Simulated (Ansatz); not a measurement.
# Bi2SO2: the cost of one run

Program: Ansatz 0.2.0. Level of theory: DFT PBEsol, scalar-relativistic, plane waves, PAW. These are calculated values, not measurements.

## (1) The structure to begin with

It takes space group Pnnm (No. 58, orthorhombic). Conventional cell: a = 3.877 Å, b = 11.964 Å, c = 3.843 Å, α = 90.00°, β = 90.00°, γ = 90.00°. Bi (site symmetry m) is surrounded by 4 O at 2.24 to 2.38 Å and 2 S at 3.05 Å. S (site symmetry 2/m) has 8 Bi at 3.05 to 3.42 Å as nearest neighbours. O (site symmetry m) is surrounded by 4 Bi at 2.24 to 2.38 Å.

Coordinates:

```cif
data_structure
_symmetry_space_group_name_H-M 'P 1'
_symmetry_Int_Tables_number 1
_cell_length_a 3.8773
_cell_length_b 11.9637
_cell_length_c 3.8426
_cell_angle_alpha 90.000
_cell_angle_beta 90.000
_cell_angle_gamma 90.000
_cell_volume 178.25
loop_
_atom_site_label
_atom_site_type_symbol
_atom_site_fract_x
_atom_site_fract_y
_atom_site_fract_z
_atom_site_occupancy
Bi1 Bi 0.41934 0.85612 0.50000 1
Bi2 Bi 0.58066 0.14388 0.50000 1
Bi3 Bi 0.91934 0.64388 0.00000 1
Bi4 Bi 0.08066 0.35612 0.00000 1
S1 S 0.00000 0.00000 0.00000 1
S2 S 0.50000 0.50000 0.50000 1
O1 O 0.44100 0.74911 0.00000 1
O2 O 0.55900 0.25089 0.00000 1
O3 O 0.94100 0.75089 0.50000 1
O4 O 0.05900 0.24911 0.50000 1
```

The structure comes from the Materials Project (structure only).

(A quick probe on a coarse mesh, which set the mesh and smearing, is not shown.)

## (3) The relaxation

input.yaml

```yaml
crystal:
  lattice:
    - [3.87729595, 0.0, 0.0]
    - [0.0, 11.96368844, 0.0]
    - [0.0, 0.0, 3.84260289]
  atoms:
    - { symbol: Bi, position: [0.4193374, 0.85612083, 0.5] }
    - { symbol: Bi, position: [0.5806626, 0.14387917, 0.5] }
    - { symbol: Bi, position: [0.9193374, 0.64387917, 0.0] }
    - { symbol: Bi, position: [0.0806626, 0.35612083, 0.0] }
    - { symbol: S, position: [0.0, 0.0, 0.0] }
    - { symbol: S, position: [0.5, 0.5, 0.5] }
    - { symbol: O, position: [0.44099725, 0.74910853, 0.0] }
    - { symbol: O, position: [0.55900275, 0.25089147, 0.0] }
    - { symbol: O, position: [0.94099725, 0.75089147, 0.5] }
    - { symbol: O, position: [0.05900275, 0.24910853, 0.5] }
basis:
  ecutwfc: 420
kpoints:
  mp_grid: { grid: [8, 4, 8] }
hamiltonian:
  xc: pbesol
scf:
  occupations: { method: gaussian, width: 0.02 }
output:
  forces: true
  stress: true
  eigenvalues: true
  write_density: true
  write_potential: true
  elf: true
  volumetric_format: npy
relax:
  adjacent_minimum: "off"
  f_tol: 0.005
  max_steps: 80
  cell: { stress_tol: 0.05 }
```

Started as:

```bash
> ansatz run input.yaml --threads 2 --pin off --max-ram 5120MiB --backend cpu --events-out ev --progress --plain --runs-dir out
```

**Question.** How long does this run take on 2 threads of Arm Neoverse V1, shared host, and how much memory does it need?

About 8.5 min, with a peak of 0.84 GiB.
